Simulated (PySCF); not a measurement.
# C3H6AlFS: the cost of one run

Programs: PySCF 2.14.0, with density-fitted response routines of our own. Each step states its level of theory. These are calculated values for one molecule in the gas phase, unless marked as measured. Atoms count from 0, in the outputs and in this text.

## 1. The starting structure

12 atoms, charge 0, multiplicity 1; geometry from: PBE0-D3(BJ)/def2-SVP.

Bonds of the start (Å): C0–Al1 1.95, Al1–S2 2.29, S2–C3 1.74, C3–C4 1.33, C4–F5 1.40, C0–H6 1.10, C0–H7 1.10, C0–H8 1.10, Al1–H9 1.59, C3–H10 1.09, C4–H11 1.09.

## 2. Nuclear shieldings: HF/pcSseg-1

Job settings and geometry (Å):

```
{"job": {"kind": "nmr", "xc": "HF", "basis": "pcSseg-1", "pop": false}, "charge": 0, "multiplicity": 1}
C     -2.071641    -0.270514     0.473378
Al    -0.774879     0.401808    -0.815927
S      0.762105    -1.127754    -1.566559
C      2.010799    -0.606406    -0.470057
C      1.914156     0.413074     0.378214
F      0.702176     1.118295     0.390296
H     -1.583983    -0.876484     1.254460
H     -2.808800    -0.924537    -0.023234
H     -2.636618     0.536716     0.967840
H     -1.029724     1.636963    -1.777684
H      2.954688    -1.159030    -0.485127
H      2.613239     0.830509     1.097367
```

With the program's defaults for keys left out, this is: GIAO HF/pcSseg-1 NMR shielding, non-relativistic, gas phase.

The run is started by

```
$ OMP_NUM_THREADS=1 python probes_run.py task.json out
```

One launch serves the whole session: the jobs run in the order shown.

Q: Estimate the wall time and peak memory of this first job on 1 thread of Arm Neoverse V1, shared host.

About 7.1 s, with a peak of 0.9 GiB.
